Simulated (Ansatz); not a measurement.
# CaRhC6N6: the cost of one run

Program: Ansatz 0.2.0. Level of theory: DFT PBE, scalar-relativistic, plane waves, PAW. These are calculated values, not measurements.

## (1) The structure to begin with

The structure is cubic, space group Fm-3m (No. 225). Conventional cell: a = 10.594 Å, b = 10.594 Å, c = 10.594 Å, α = 90.00°, β = 90.00°, γ = 90.00°. Around Ca (site symmetry m-3m) lie 6 N at 2.21 Å. Rh (site symmetry m-3m) is surrounded by 6 C at 1.92 Å. C (site symmetry 4mm) is surrounded by 1 N at 1.17 Å and 1 Rh at 1.92 Å. N (site symmetry 4mm) has 1 C at 1.17 Å in its first shell of neighbours.

Coordinates:

```xyz
14
Lattice="0.0000 5.2970 5.2970 5.2970 0.0000 5.2970 5.2970 5.2970 0.0000" Properties=species:S:1:pos:R:3 pbc="T T T"
Ca    5.2970    5.2970    5.2970
Rh    0.0000    0.0000    0.0000
C     1.9170    5.2970    5.2970
C     5.2970    1.9170    5.2970
C     5.2970    5.2970    1.9170
C     8.6770    5.2970    5.2970
C     5.2970    8.6770    5.2970
C     5.2970    5.2970    8.6770
N     3.0870    5.2970    5.2970
N     5.2970    3.0870    5.2970
N     5.2970    5.2970    3.0870
N     7.5070    5.2970    5.2970
N     5.2970    7.5070    5.2970
N     5.2970    5.2970    7.5070
```

The cell is invented: cyanide-bridged rock-salt net of two metals, 0 guest cations a cell (Fm-3m, No. 225). Its size is a rough estimate.

## (2) The guess as it stands, on a coarse mesh

input.yaml reads:

```yaml
crystal:
  lattice:
    - [0.0, 5.297, 5.297]
    - [5.297, 0.0, 5.297]
    - [5.297, 5.297, 0.0]
  atoms:
    - { symbol: Ca, position: [0.5, 0.5, 0.5] }
    - { symbol: Rh, position: [0.0, 0.0, 0.0], spin: 1.0 }
    - { symbol: C, position: [0.81904852, 0.18095148, 0.18095148] }
    - { symbol: C, position: [0.18095148, 0.81904852, 0.18095148] }
    - { symbol: C, position: [0.18095148, 0.18095148, 0.81904852] }
    - { symbol: C, position: [0.18095148, 0.81904852, 0.81904852] }
    - { symbol: C, position: [0.81904852, 0.18095148, 0.81904852] }
    - { symbol: C, position: [0.81904852, 0.81904852, 0.18095148] }
    - { symbol: "N", position: [0.70860865, 0.29139135, 0.29139135] }
    - { symbol: "N", position: [0.29139135, 0.70860865, 0.29139135] }
    - { symbol: "N", position: [0.29139135, 0.29139135, 0.70860865] }
    - { symbol: "N", position: [0.29139135, 0.70860865, 0.70860865] }
    - { symbol: "N", position: [0.70860865, 0.29139135, 0.70860865] }
    - { symbol: "N", position: [0.70860865, 0.70860865, 0.29139135] }
basis:
  ecutwfc: 420
kpoints:
  mp_grid: { grid: [4, 4, 4] }
hamiltonian:
  xc: pbe
scf:
  occupations: { method: gaussian, width: 0.1 }
  lower_state_search: "off"
output:
  forces: true
  stress: true
  eigenvalues: true
  populations: true
magnetization:
  spin_polarized: true
```

On the command line:

```sh
ansatz run input.yaml --threads 1 --pin off --max-ram 2560MiB --backend cpu --events-out ev --progress --plain --runs-dir out
```

Q: Estimate wall time and peak memory on 1 thread of Intel Xeon 6975P-C (Granite Rapids), shared host.

About 18 s, with a peak of 0.76 GiB.
